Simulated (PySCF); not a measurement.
# H8NdO4 (Nd(H2O)42+): the cost of one run

Computed with PySCF 2.14.0. Level: several levels, as the steps say, no spin–orbit coupling.

1 further run of the same task is left out (for a known fault of the program).

### 1 The starting structure

13 atoms, charge 2, spin multiplicity 1.

Bond lengths: Nd1–O2 2.565 Å, Nd1–O5 2.565 Å, Nd1–O8 2.565 Å, Nd1–O11 2.565 Å, O2–H3 0.971 Å, O2–H4 0.971 Å, O5–H6 0.971 Å, O5–H7 0.971 Å, O8–H9 0.971 Å, O8–H10 0.971 Å, O11–H12 0.971 Å, O11–H13 0.971 Å. Angles: O2–Nd1–O5 111.2°, O2–Nd1–O8 106.0°, O2–Nd1–O11 111.2°, O5–Nd1–O8 111.2°, O5–Nd1–O11 106.0°, O8–Nd1–O11 111.2°, Nd1–O2–H3 128.0°, Nd1–O2–H4 128.2°, H3–O2–H4 103.8°, Nd1–O5–H6 128.2°, Nd1–O5–H7 128.0°, H6–O5–H7 103.8°, Nd1–O8–H9 128.2°, Nd1–O8–H10 128.0°, H9–O8–H10 103.8°, Nd1–O11–H12 128.0°, Nd1–O11–H13 128.2°, H12–O11–H13 103.8°.

Geometry (Å):

```xyz
13

Nd    0.0000    0.0000    0.0000
O     1.5429    1.4178    1.4797
H     1.4653    1.5908    2.4319
H     2.3464    1.8981    1.2223
O    -1.5428   -1.4797    1.4178
H    -2.3467   -1.2222    1.8979
H    -1.4651   -2.4320    1.5909
O     1.5429   -1.4178   -1.4797
H     2.3464   -1.8981   -1.2223
H     1.4653   -1.5908   -2.4319
O    -1.5428    1.4797   -1.4178
H    -1.4651    2.4320   -1.5909
H    -2.3467    1.2222   -1.8979
```

Formal oxidation states: Nd +2. Each metal's 4 4f electrons lie in its core potential, so multiplicities, spins and levels count the valence alone. An earlier session relaxed this geometry at PBE0, Nd lcecp-0-SVP with ECP50, O def2-SVP, H def2-SVP (singlet, point group S4).

At PBE0 on the finer grid: E = -332.544173 Eh, frontier levels not given, since the 4f levels lie in the core, Mulliken charge on Nd1 +1.29 e, largest force component 0.008 eV/Å. 

Levels to run: PBE; BLYP; PBE0, TZVP. Hardware: 2 threads of Arm Neoverse V2, shared host.

### 2 PBE

The input, run.py (the lines that set the calculation):

```python
mol = gto.M(atom='''
Nd     0.00002     0.00000     0.00000
O      1.54289     1.41778     1.47968
H      1.46534     1.59076     2.43193
H      2.34642     1.89813     1.22225
O     -1.54284    -1.47968     1.41780
H     -2.34667    -1.22219     1.89789
H     -1.46514    -2.43197     1.59090
O      1.54289    -1.41778    -1.47968
H      2.34642    -1.89813    -1.22225
H      1.46534    -1.59076    -2.43193
O     -1.54284     1.47968    -1.41780
H     -1.46514     2.43197    -1.59090
H     -2.34667     1.22219    -1.89789''',
    basis={'Nd': 'lcecp-0-SVP', 'O': 'def2-SVP', 'H': 'def2-SVP'},
    ecp={'Nd': 'lcecp-0-SVP'},
    charge=2, spin=0)
mf = dft.RKS(mol, xc='PBE')
mf.grids.atom_grid = (75, 302)  # f atoms: unpruned, at least (60, 302)
mf = mf.density_fit()  # fitting sets: Nd AutoAux, O def2-universal-JKFIT, H def2-universal-JKFIT
mf.conv_tol = 1e-08; mf.max_cycle = 55
mf.kernel(dm0)  # dm0: the density of the relaxed state
```

Command:

```bash
$ OMP_NUM_THREADS=2 python run.py
```

**Question.** How long does this run take on 2 threads of Arm Neoverse V2, shared host?

About 8.7 s.
